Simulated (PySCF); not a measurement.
**From one method to the next for GaB (triplet)**

Starting from one script, swap the method and compare what comes out for GaB (triplet).

Computed with PySCF 2.14.0. Level: each script names its method and basis.

7 further runs of the same task are left out: 7 that didn't finish.

## Step 1: Starting geometry

GaB (triplet): 2 atoms, charge 0, spin multiplicity 3.

Bond lengths: Ga1–B2 2.020 Å.

## Step 2: The base run

Input file input.py:

```python
from pyscf import gto, scf

mol = gto.M(
    atom='Ga 0 0 0; B 0 0 2.02',
    basis='def2-svpd',
    charge=0,
    spin=2,
    symmetry=True,
    verbose=4,
)
mf = scf.UHF(mol)
mf.kernel()
mf.dip_moment()
print('orbital energies (hartree):', [e[max(0, n-3):n+3].round(4) for e, n in zip(mf.mo_energy, mol.nelec)])
```

On the command line:

```console
OMP_NUM_THREADS=1 python input.py
```

## Step 3: TDA

Variant 1 changes step after the SCF: none → tda; number of roots: none → 3.

Changes to input.py since step 2:

```diff
@@ -1,2 +1,2 @@
-from pyscf import gto, scf
+from pyscf import gto, scf, tdscf
 
@@ -12,2 +12,6 @@
 mf.kernel()
+td = tdscf.TDA(mf)
+td.nstates = 3
+td.kernel()
+td.analyze()
 mf.dip_moment()
```

## Step 4: Hse06 (UKS)

Variant 2 changes functional: none (Hartree–Fock) → hse06; SCF type: UHF → UKS; step after the SCF: none → analyze.

Input file input.py:

```python
from pyscf import gto, dft

mol = gto.M(
    atom='Ga 0 0 0; B 0 0 2.02',
    basis='def2-svpd',
    charge=0,
    spin=2,
    symmetry=True,
    verbose=4,
)
mf = dft.UKS(mol, xc='hse06')
mf.kernel()
mf.analyze()
print('orbital energies (hartree):', [e[max(0, n-3):n+3].round(4) for e, n in zip(mf.mo_energy, mol.nelec)])
```

## Step 5: Population analysis

Variant 3 changes step after the SCF: none → analyze.

Changes to input.py since step 2:

```diff
@@ -12,3 +12,3 @@
 mf.kernel()
-mf.dip_moment()
+mf.analyze()
 print('orbital energies (hartree):', [e[max(0, n-3):n+3].round(4) for e, n in zip(mf.mo_energy, mol.nelec)])
```

## Step 6: Pbe0 (UKS)

Variant 4 changes functional: none (Hartree–Fock) → pbe0; SCF type: UHF → UKS; step after the SCF: none → analyze.

Input file input.py:

```python
from pyscf import gto, dft

mol = gto.M(
    atom='Ga 0 0 0; B 0 0 2.02',
    basis='def2-svpd',
    charge=0,
    spin=2,
    symmetry=True,
    verbose=4,
)
mf = dft.UKS(mol, xc='pbe0')
mf.kernel()
mf.analyze()
print('orbital energies (hartree):', [e[max(0, n-3):n+3].round(4) for e, n in zip(mf.mo_energy, mol.nelec)])
```

What does the calculation give? Wanted: for each run, E(SCF); from base; gap, α spin; SCF dipole; after the SCF.

**Answer**, as computed:

```
                run  E(SCF) (hartree)  from base (eV)  cycles  gap, α spin (eV)  SCF dipole (D)              after the SCF
               base      -1947.495524               0      18              8.00            1.95                        n/a
                TDA      -1947.495524          0.0000      18              8.00            1.95  lowest root found 0.19 eV
        hse06 (UKS)      -1948.971556  not comparable      14              1.47            1.66                        n/a
population analysis      -1947.495524          0.0000      18              8.00            1.95                        n/a
         pbe0 (UKS)      -1948.970062  not comparable      14              2.25            1.68                        n/a
```

A lower total energy from another functional means nothing by itself. The dearest run is “hse06 (UKS)”, at 9 s against 1.4 s.
